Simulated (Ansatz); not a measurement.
Predict the output of the script below (the Python package of Ansatz (0.2.0)).

`terms_rb3sr.py`
```python
"""Dispersion, smearing and cutoff parts of the energy of Rb3Sr."""

import ansatz as az

xtal = (
    az.Lattice.from_parameters(6.823542, 6.823542, 13.86492, alpha=90, beta=90, gamma=90)
    .space_group(139, hermann_mauguin="I4/mmm")
    .atom("Rb", (0.0, 0.5, 0.25))
    .atom("Rb", (0.5, 0.5, 0.0))
    .atom("Sr", (0.0, 0.0, 0.0))
    .primitive()
)

model = (
    xtal.calculation()
    .kpoints(5, 5, 5, center="gamma")
    .occupations(az.OccupationsMethod.FERMI_DIRAC, width=0.1)
)
with_term = model.functional("pbesol", dispersion="d3bj").basis(340).cutoff_correction(590).run(threads=1).report
without = model.functional("pbesol").basis(340).run(threads=1).report
finer = model.functional("pbesol").basis(590).run(threads=1).report
removed = az.free_energy_without(with_term, az.EnergyTerm.DISPERSION)
print(f"dispersion term            {with_term['components']['e_disp']:.5f} eV")
print(f"F less dispersion          {removed:.5f} eV, run without it {without['free_energy_ev']:.5f} eV")
print(f"F less smearing term       {az.free_energy_without(without, az.EnergyTerm.SMEARING):.5f} eV")
print(f"estimated gain to 590 eV   {with_term['cutoff_correction']['energy_ev']:.5f} eV, found {finer['free_energy_ev'] - without['free_energy_ev']:.5f} eV")
```

`python terms_rb3sr.py` gives:
```text
DeckWarning: basis.ecutwfc = 340 eV is below the records' recommended 420 eV, and the density's cutoff is lower with it unless basis.ecutrho_ratio is high enough to keep the records' density cutoff: compare with a run at a higher cutoff
dispersion term            -0.56036 eV
F less dispersion          -13142.70836 eV, run without it -13142.70836 eV
F less smearing term       -13142.56845 eV
estimated gain to 590 eV   -0.00098 eV, found -0.00103 eV
```
(Warnings from the package without file and line.)

What to keep in mind:
- Total energies depend on the potentials; only differences at equal settings carry meaning. A total without «per atom» is that of the whole cell that was run.
- The cutoff lies under the one recommended for these potentials in some of the runs.
- Dispersion corrections can be off by several per cent in the lattices of metals, and by several GPa in the pressure at a fixed cell.
- For a metal this k-point mesh is coarse: on a finer one energies can move by several to tens of meV an atom and pressures by half a GPa or more, differences at one mesh by less.
- This cell is a computed structure, which may not be the phase found in nature.
- Finished in 19 s on 1 thread of Arm Neoverse V1, on a shared host, peak memory 0.72 GiB.
